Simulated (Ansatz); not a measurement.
# Bi4C: the cost of one run

Method: DFT PBE, scalar-relativistic, plane waves, PAW, in Ansatz 0.2.0.

### 1 The system as given

It takes space group Pm-3m (No. 221, cubic). The conventional cell has a = 5.473 Å, b = 5.473 Å, c = 5.473 Å, α = 90.00°, β = 90.00°, γ = 90.00°. Around Bi (site symmetry 4/mmm) lie 10 Bi at 2.74 to 3.87 Å and 4 C at 3.87 Å. Bi (site symmetry m-3m) has 6 Bi at 2.74 Å as nearest neighbours. Around C (site symmetry m-3m) lie 12 Bi at 3.87 Å.

Coordinates:

```
Bi C
1.0
     5.47273    0.00000    0.00000
     0.00000    5.47273    0.00000
     0.00000    0.00000    5.47273
Bi C
4 1
Direct
  0.00000 0.50000 0.50000
  0.50000 0.00000 0.50000
  0.50000 0.50000 0.00000
  0.50000 0.50000 0.50000
  0.00000 0.00000 0.00000
```

The cell is invented: random cell by space group and Wyckoff sites (Pm-3m, No. 221). The dimensions are guesses.

### 2 Probe: one point on a coarse mesh

Contents of input.yaml:

```yaml
crystal:
  lattice:
    - [5.47272602, 0.0, 0.0]
    - [0.0, 5.47272602, 0.0]
    - [0.0, 0.0, 5.47272602]
  atoms:
    - { symbol: Bi, position: [0.0, 0.5, 0.5] }
    - { symbol: Bi, position: [0.5, 0.0, 0.5] }
    - { symbol: Bi, position: [0.5, 0.5, 0.0] }
    - { symbol: Bi, position: [0.5, 0.5, 0.5] }
    - { symbol: C, position: [0.0, 0.0, 0.0] }
basis:
  ecutwfc: 420
kpoints:
  mp_grid: { grid: [4, 4, 4] }
hamiltonian:
  xc: pbe
scf:
  occupations: { method: gaussian, width: 0.1 }
  lower_state_search: "off"
output:
  forces: true
  stress: true
  eigenvalues: true
```

On the command line:

```sh
> ansatz run input.yaml --threads 1 --pin off --max-ram 2560MiB --backend cpu --events-out ev --progress --plain --runs-dir out
```

**Question.** How long does this run take on 1 thread of Arm Neoverse V2, shared host, and how much memory does it need?

About 3.3 s, with a peak of 0.38 GiB.
